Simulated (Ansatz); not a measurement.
# Mg2I: the cost of one run

Program: Ansatz 0.2.0. Level of theory: DFT PBE, scalar-relativistic, plane waves, PAW. These are calculated values, not measurements.

### 1 The system as given

Symmetry: P4/mmm, No. 123, tetragonal system. Conventional cell: a = 6.222 Å, b = 6.222 Å, c = 3.592 Å, α = 90.00°, β = 90.00°, γ = 90.00°. Mg (site symmetry mmm) is surrounded by 2 I at 3.11 Å. I (site symmetry 4/mmm) is surrounded by 4 Mg at 3.11 Å.

As a file:

```
Mg I
1.0
     6.22195    0.00000    0.00000
     0.00000    6.22195    0.00000
     0.00000    0.00000    3.59195
Mg I
2 1
Direct
  0.00000 0.50000 0.00000
  0.50000 0.00000 0.00000
  0.50000 0.50000 0.00000
```

It is the end of an earlier relaxation with the same method, from a generated guess; it needn't be the stable form of this composition. At a tolerance of 0.05 Å it has space group P4/mmm (No. 123); it has 46.35 Å³/atom, an uncorrected energy of +0.34 eV/atom over the elements.

### 2 Electronic structure at the relaxed geometry

input.yaml reads:

```yaml
crystal:
  lattice:
    - [6.2219531803, 0.0, 0.0]
    - [0.0, 6.2219531803, 0.0]
    - [0.0, 0.0, 3.5919490134]
  atoms:
    - { symbol: Mg, position: [0.0, 0.5, 0.0] }
    - { symbol: Mg, position: [0.5, 0.0, 0.0] }
    - { symbol: I, position: [0.5, 0.5, 0.0] }
basis:
  ecutwfc: 420
kpoints:
  mp_grid: { grid: [8, 8, 12] }
  band_path:
    path:
      - [[0.0, 0.0, 0.0], [0.0, 0.5, 0.0], [0.5, 0.5, 0.0], [0.0, 0.0, 0.0], [0.0, 0.0, 0.5], [0.0, 0.5, 0.5], [0.5, 0.5, 0.5], [0.0, 0.0, 0.5]]
      - [[0.0, 0.5, 0.0], [0.0, 0.5, 0.5]]
      - [[0.5, 0.5, 0.0], [0.5, 0.5, 0.5]]
    npoints: 14
hamiltonian:
  xc: pbe
scf:
  occupations: { method: gaussian, width: 0.1 }
  n_extra_bands: 7
output:
  forces: true
  stress: true
  eigenvalues: true
  populations: true
  dos: { projected: true, de: 0.02, nscf_kmesh: { grid: [10, 10, 15] } }
  bader: true
  write_density: true
  write_potential: true
  elf: true
  volumetric_format: npy
```

On the command line:

```sh
> ansatz run input.yaml --threads 1 --pin off --max-ram 2048MiB --backend cpu --events-out ev --progress --plain --runs-dir out
```

**Question.** How long does this run take on 1 thread of Intel Xeon 6975P-C (Granite Rapids), shared host, and how much memory does it need?

About 43 s, with a peak of 0.82 GiB.
